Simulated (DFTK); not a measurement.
# Ti2C (R-3m) in DFTK: reference runs

Reference runs on Ti2C: the cell as given.

Program: DFTK 0.8.2. These are calculated values, not measurements. Logs are shortened: lines on timing, memory, paths and dates and some standing lists are left out, and cuts for length are marked.

## Step 1: The crystal as given

The structure is trigonal, space group R-3m (No. 166). Conventional cell: a = 3.081 Å, b = 3.081 Å, c = 14.441 Å, α = 90.00°, β = 90.00°, γ = 120.00°. Around Ti (site symmetry 3m) lie 3 C at 2.11 Å. C (site symmetry -3m) has 6 Ti at 2.11 Å as nearest neighbours.

The cell comes from a database or a generator and needn't be the stable form of this composition.

## Step 2: Single point, PBEsol

run.jl reads:

```julia
using DFTK
using PseudoPotentialData
using Unitful, UnitfulAtomic
using LinearAlgebra, Printf
include("save.jl")
disable_threading()

# lattice vectors are the columns
lattice = austrip(1u"Å") * [   1.540698181   -1.540698181            0.0;
             0.8895225095   0.8895225095  -1.7790450191;
             4.8137698526   4.8137698526   4.8137698526]
symbols   = [:Ti, :Ti, :C]
positions = [[0.75450217, 0.75450217, 0.75450217],
             [0.24549783, 0.24549783, 0.24549783],
             [0.5, 0.5, 0.5]]
pseudopotentials = PseudoFamily("dojo.nc.sr.pbesol.v0_4_1.standard.upf")
elements = Dict(s => ElementPsp(s, pseudopotentials) for s in unique(symbols))
atoms    = [elements[s] for s in symbols]

build_model(lattice, positions; symmetries=true) =
    model_DFT(lattice, atoms, positions;
              functionals=PBEsol(),
              temperature=austrip(0.05u"eV"),
              smearing=Smearing.FermiDirac(),
              symmetries)
Ecut  = 42.0  # hartree
kgrid = [10, 10, 10]
tol   = 1e-6
to_GPa = ustrip(uconvert(u"GPa", 1u"hartree/bohr^3"))

model = build_model(lattice, positions)
basis = PlaneWaveBasis(model; Ecut, kgrid)
display(basis)
scfres = self_consistent_field(basis;
                               tol,
                               nbandsalg=AdaptiveBands(model; n_bands_converge=19))
display(scfres.energies)
@printf "Fermi level: %.6f eV\n" ustrip(auconvert(u"eV", something(scfres.εF, NaN)))
forces = compute_forces_cart(scfres)
println("Forces (eV/Å)")
for (s, f) in zip(symbols, forces)
    @printf "%-3s %12.6f %12.6f %12.6f\n" s ustrip.(auconvert.(u"eV/Å", f))...
end
stress = compute_stresses_cart(scfres)
println("Stress (GPa)")
display(round.(stress * to_GPa; digits=4))
println("Levels at the first k-point (eV): ", round.(ustrip.(auconvert.(u"eV", scfres.eigenvalues[1][1:scfres.n_bands_converge])); digits=4))
save_scf!(scfres; forces, stress)
```

Potentials or basis: dojo.nc.sr.pbesol.v0_4_1.standard.upf (PBEsol).

Run with:

```console
julia --threads=1 run.jl  # save.jl only writes the numbers to a file and isn't shown; printed stress counts tension as positive; times include loading and compiling
```

The log of the run:

```text
PlaneWaveBasis discretization:

    Ecut                 : 42.0 Ha
    fft_size             : (60, 60, 60), 216000 total points
    kgrid                : MonkhorstPack([10, 10, 10])
    num.   red. kpoints  : 1000
    num. irred. kpoints  : 116

    Discretized Model(gga_x_pbe_sol+gga_c_pbe_sol, 3D):
        lattice (in Bohr)    : [2.9115    , -2.9115   , 0         ]
                               [1.68095   , 1.68095   , -3.36191  ]
                               [9.09671   , 9.09671   , 9.09671   ]
        unit cell volume     : 267.12 Bohr³

        atoms                : CTi₂
        pseudopot. family    : PseudoFamily("dojo.nc.sr.pbesol.v0_4_1.standard.upf")

        num. electrons       : 28
        spin polarization    : none
        temperature          : 0.0018375 Ha
        smearing             : DFTK.Smearing.FermiDirac()

        terms                : Kinetic()
                               AtomicLocal()
                               AtomicNonlocal()
                               Ewald(nothing)
                               PspCorrection()
                               Hartree()
                               Xc(gga_x_pbe_sol, gga_c_pbe_sol)
                               Entropy()
n     Energy            log10(ΔE)   log10(Δρ)   Diag   Δtime
---   ---------------   ---------   ---------   ----   ------
  1   -124.2716269549                   -0.40    6.8    73.0s
  2   -124.6724796123       -0.40       -0.87    4.0    50.9s
  3   -124.6819645258       -2.02       -1.12    3.5    48.6s
  4   -124.6844651607       -2.60       -1.64    2.5    41.6s
  5   -124.6849893872       -3.28       -2.01    1.8    34.4s
  6   -124.6850708367       -4.09       -2.56    3.0    40.7s
  7   -124.6850843520       -4.87       -2.83    2.2    39.9s
  8   -124.6850883264       -5.40       -3.46    2.4    43.3s
  9   -124.6850884894       -6.79       -3.95    3.0    45.0s
 10   -124.6850885282       -7.41       -4.58    2.9    49.5s
 11   -124.6850885297       -8.83       -5.05    3.6    54.3s
 12   -124.6850885297      -10.34       -5.33    2.2    43.4s
 13   -124.6850885297      -10.53       -5.94    2.4    47.1s
 14   -124.6850885297      -11.85       -6.58    3.4    51.6s
Energy breakdown (in Ha):
    Kinetic             50.7030887
    AtomicLocal         -96.7305887
    AtomicNonlocal      0.8524586
    Ewald               -89.9123833
    PspCorrection       3.5521377
    Hartree             26.2640062
    Xc                  -19.4131740
    Entropy             -0.0006337

    total               -124.685088529742
Fermi level: 9.756819 eV
Forces (eV/Å)
Ti     -0.000000     0.000000     0.172699
Ti     -0.000000    -0.000000    -0.172699
C       0.000000    -0.000000    -0.000000
Stress (GPa)
3×3 StaticArraysCore.SMatrix{3, 3, Float64, 9} with indices SOneTo(3)×SOneTo(3):
  4.7158  0.0     -0.0
  0.0     4.7158   0.0
 -0.0     0.0      4.0744
Levels at the first k-point (eV): [-46.7381, -46.6347, -23.4367, -22.9116, -22.9116, -22.8642, -22.834, -22.834, -1.5982, 4.8836, 7.201, 7.201, 7.7199, 10.2374, 10.2374, 10.7549, 11.7033, 11.7033, 12.7708]
```

Run time: 16 min. Hardware: 1 thread of Intel Xeon Platinum 8375C at 2.90GHz (Ice Lake), shared host; peak memory 3.5 GiB.

Results:

```
Free energy            : -3392.8541 eV
Pressure               : -4.5 GPa
Largest force          : 0.173 eV/Å
Band gap on the k mesh : none (metal or under the smearing width)
```

Forces in eV/Å, atoms in the order of the input:
```
Ti   0.000  0.000  0.173
Ti   0.000  0.000 -0.173
C    0.000  0.000  0.000
```

Levels at points of the mesh, in eV from the Fermi level:
| k point | band 12 | band 13 | band 14 | band 15 | band 16 | band 17 |
| --- | --- | --- | --- | --- | --- | --- |
| (0.00, 0.00, 0.00) | -2.56 | -2.04 | 0.48 | 0.48 | 1.00 | 1.95 |
| (-0.50, 0.00, 0.00) | -2.45 | -1.29 | -0.97 | 0.12 | 1.84 | 2.69 |
| (-0.50, -0.50, 0.00) | -2.61 | -1.67 | -0.89 | 0.87 | 2.49 | 2.88 |
| (-0.50, -0.50, -0.50) | -2.40 | -0.89 | 0.13 | 0.85 | 0.85 | 1.77 |
